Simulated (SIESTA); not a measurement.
Runs of SIESTA 5.4.2 on MgMnCoO4. Symmetry: P2/m, No. 10, monoclinic system. Conventional cell: a = 5.203 Å, b = 2.958 Å, c = 5.226 Å, α = 90.00°, β = 108.98°, γ = 90.00°. Co (site symmetry 2/m) has 6 O at 2.13 to 2.15 Å as nearest neighbours. Mn (site symmetry 2/m) is surrounded by 6 O at 1.93 to 1.95 Å. Around Mg (site symmetry 2/m) lie 6 O at 2.10 to 2.14 Å. Around O (site symmetry m) lie 2 Mn at 1.95 Å and 1 Co at 2.13 Å and 1 Mg at 2.14 Å. O (site symmetry m) has 1 Mn at 1.93 Å and 2 Mg at 2.10 Å and 2 Co at 2.15 Å as nearest neighbours. The cell comes from a database or a generator and needn't be the stable form of this composition.

| task | level | potentials or basis | cell | k mesh | gap on the mesh (eV) | pressure (GPa) | moment (μB) | largest force (eV/Å) |
| --- | --- | --- | --- | --- | --- | --- | --- | --- |
| single point | PBE | PseudoDojo 0.4 standard (PBE files), DZP (energy shift 0.003 Ry; two zetas on semicore shells) | as given | 6 × 9 × 6 | none | -2.5 | 6.00 | 0.21 |
| band structure | PBE | PseudoDojo 0.4 standard (PBE files), DZP (energy shift 0.003 Ry; two zetas on semicore shells) | as given | 6 × 9 × 6 | none | -2.5 | 6.00 | 0.21 |
| band structure | LDA | PseudoDojo 0.4 standard (LDA files), DZP (energy shift 0.003 Ry; two zetas on semicore shells) | as given | 6 × 9 × 6 | none | (a) | 6.00 | 0.76 |
| single point | PBE | PseudoDojo 0.4 standard (PBE files), DZP (energy shift 0.003 Ry; two zetas on semicore shells) | atoms moved at random, drawn with an rms of 0.05 Å | 6 × 9 × 6 | none | -2.2 | 6.00 | 0.74 |

Alike in all rows: spin collinear, ferromagnetic start; smearing fermi-dirac 0.05 eV; grid cutoff 800 Ry; energy shift 0.003 Ry.

Task: Fill in the values left out.

Result: (a) -15.0.

Caveats: short orbitals over semicore shells can move pressures by several GPa; the basis of atomic orbitals isn't converged, which shifts pressures, moduli and gaps; semilocal functionals often make such compounds metallic where correlation or magnetic order opens a gap, which also shifts bond lengths; only a ferromagnetic start was run, and an antiferromagnetic order may lie lower in energy.

A gap of «none» marks a metal or a gap under the smearing width.
